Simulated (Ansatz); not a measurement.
# FW: the cost of one run

The runs use Ansatz 0.2.0, Gaussian basis; def2-QZVPP, core rule «outside noble gas», up to 5 orbitals frozen.

Plan: UHF; ROHF; CCSD(T) on UHF.

**1. What is computed**

The geometry is a PBE0/def2-TZVP stationary point (not a proven minimum). No spin-orbit coupling is included. Elements past krypton take def2 core potentials.

2 atoms, charge 0, spin multiplicity 4.

Atoms are counted from 1 here; the program's logs count them from 0.

Bond lengths: W1–F2 1.838 Å.

**2. UHF**

in.yaml reads:

```yaml
crystal:
  periodic: [false, false, false]
  atoms:
    - {symbol: W, position_ang: [0.000000, 0.000000, 0.000000]}
    - {symbol: F, position_ang: [0.000000, 0.000000, 1.838237]}
basis:
  gaussian: {orbitals: "def2-QZVPP.json"}
magnetization: {spin_polarized: true, initial_magnetization: 3}
hamiltonian: {xc: hf}
output: {orbitals: {seedname: orbitals}}
```

The run is started by

```sh
ansatz run in.yaml --threads 1 --pin off --events-out ev --progress --plain --max-ram 4096MiB --backend cpu
```

**Question.** How long does this run take on 1 thread of AMD EPYC 7R13, shared host, and how much memory does it need?

About 21 s, with a peak of 0.31 GiB.
